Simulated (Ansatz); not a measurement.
**GdSi2: how the settings move a single-point run**

Question: which choices in the input matter for GdSi2?

Computed with Ansatz 0.2.0 (reference: DFT, LDA, PAW with Ansatz's default frozen-core files, scalar-relativistic, unless a step's input says otherwise).

**1. The starting structure**

It takes space group P6/mmm (No. 191, hexagonal). Conventional cell: a = 4.059 Å, b = 4.059 Å, c = 4.071 Å, α = 90.00°, β = 90.00°, γ = 120.00°. Gd (site symmetry 6/mmm) is surrounded by 12 Si at 3.10 Å. Si (site symmetry -6m2) has 3 Si at 2.34 Å and 6 Gd at 3.10 Å in its first shell of neighbours.

Coordinates:

```cif
data_structure
_symmetry_space_group_name_H-M 'P6/mmm'
_symmetry_Int_Tables_number 191
_cell_length_a 4.0593
_cell_length_b 4.0593
_cell_length_c 4.0715
_cell_angle_alpha 90.000
_cell_angle_beta 90.000
_cell_angle_gamma 120.000
_cell_volume 58.10
loop_
_atom_site_label
_atom_site_type_symbol
_atom_site_symmetry_multiplicity
_atom_site_Wyckoff_symbol
_atom_site_fract_x
_atom_site_fract_y
_atom_site_fract_z
_atom_site_occupancy
Gd1 Gd 1 a 0.00000 0.00000 0.00000 1
Si1 Si 2 d 0.66667 0.33333 0.50000 1
```

**2. Reference**

Input file input.yaml:

```yaml
crystal:
  lattice:
    - [4.0593057695, 0.0, 0.0]
    - [-2.0296528848, 3.5154619181, 0.0]
    - [0.0, 0.0, 4.07149625]
  atoms:
    - { symbol: Gd, position: [0.0, 0.0, 0.0], spin: 7.0 }
    - { symbol: Si, position: [0.6666666667, 0.3333333333, 0.5] }
    - { symbol: Si, position: [0.3333333333, 0.6666666667, 0.5] }
magnetization:
  spin_polarized: true
kpoints:
  mp_grid: { grid: [8, 8, 7] }
scf:
  occupations: { method: fermi_dirac, width: 0.05 }
hamiltonian:
  xc: lda
  pseudopotentials: { kind: paw }
output:
  forces: true
  stress: true
  eigenvalues: true
  populations: true
  dos: { projected: true, de: 0.1, e_range: [-8, 5] }
  write_density: true
  write_potential: true
  elf: true
  volumetric_format: npy
```

Run with:

```console
$ ansatz run input.yaml --threads 2 --pin off --max-ram 6144MiB --backend cpu --events-out ev --progress --plain --runs-dir out
```

**3. Changed: starting moments, preconditioner kerker_dos, hubbard.sites [{species: Gd, l: f, u_eff: 6.0}], hubbard.double_counting amf**

Input file input.yaml:

```yaml
crystal:
  lattice:
    - [4.0593057695, 0.0, 0.0]
    - [-2.0296528848, 3.5154619181, 0.0]
    - [0.0, 0.0, 4.07149625]
  atoms:
    - { symbol: Gd, position: [0.0, 0.0, 0.0], spin: 0.2 }
    - { symbol: Si, position: [0.6666666667, 0.3333333333, 0.5], spin: 0.2 }
    - { symbol: Si, position: [0.3333333333, 0.6666666667, 0.5], spin: 0.2 }
magnetization:
  spin_polarized: true
kpoints:
  mp_grid: { grid: [8, 8, 7] }
scf:
  occupations: { method: fermi_dirac, width: 0.05 }
  mixing: { preconditioner: kerker_dos }
hamiltonian:
  xc: lda
  pseudopotentials: { kind: paw }
  hubbard: { sites: [{ species: Gd, l: f, u_eff: 6.0 }], double_counting: amf }
output:
  forces: true
  stress: true
  eigenvalues: true
```

Q: Predict the outcome of this session. Wanted: for each run, ending; energy change; pressure; abs. moment; force.

The runs gave:

```csv
run,ending,energy change,pressure (GPa),abs. moment (μB),force (eV/Å),cycles,time
reference,converged,0,-4.8,7.04,0.00,10,2.7 s
"1: starting moments, preconditioner kerker_dos, hubbard.sites [{species: Gd, l: f, u_eff: 6.0}], hubbard.double_counting amf",converged,-3.7 meV/atom (Hubbard term changed: no physical gain or loss),-4.7,7.02,0.00,26,5.2 s
```

Times don't compare one to one where runs were asked for different outputs or read a saved state (see the inputs); cycles may leave out searches for a lower state.

Residual by cycle in the longest SCF loop of each run; runs are numbered as in the table. The quantity is the density residual dr2, in eV.

```csv
cycle,reference,run 1
1,0.562,0.883
3,0.0826,0.243
5,2.0e-4,1.36
7,9.6e-7,1.09
9,4.1e-9,0.773
11,-,0.118
13,-,0.0334
15,-,4.6e-4
17,-,7.6e-5
19,-,2.6e-4
21,-,5.3e-7
23,-,7.7e-9
```

Changing the spin start, mixing, Hubbard U and double counting of the Hubbard term moves the energy by -3.7 meV/atom. The U term adds an energy of its own, so the shift says nothing about which run is better. A changed U is a change of model: its shifts are not errors of convergence.
